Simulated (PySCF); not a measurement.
# GaH3O (GaH2(OH)): the cost of one run

Programs: PySCF 2.14.0, with routines of our own; each step states its level. All values are computed. Atoms count from 0.

### 1 The system as given

5 atoms, charge 0, multiplicity 1; geometry from: GFN2-xTB.

### 2 Magnetic properties: GIAO BP86/def2-SVP

The job: settings as JSON, then the geometry in Å.

```
{"job": {"kind": "mag", "xc": "BP86", "basis": "def2-SVP"}, "charge": 0, "multiplicity": 1}
Ga     0.293780     0.490920    -0.110630
H      1.826770     0.378040    -0.207030
H     -0.531820     1.781830    -0.280820
O     -0.535280    -0.937360     0.210110
H     -1.053450    -1.713430     0.388370
```

Method: GIAO BP86/def2-SVP magnetisability, rotational g tensor and spin-rotation constants, non-relativistic, gas phase.

The run is started by

```bash
$ OMP_NUM_THREADS=1 python excited_run.py task.json out
```

The driver reads the jobs from task.json and runs them one after another.

Q: Estimate the wall time and peak memory of this first job on 1 thread of Arm Neoverse V1, shared host.

About 3.1 s, with a peak of 0.36 GiB.
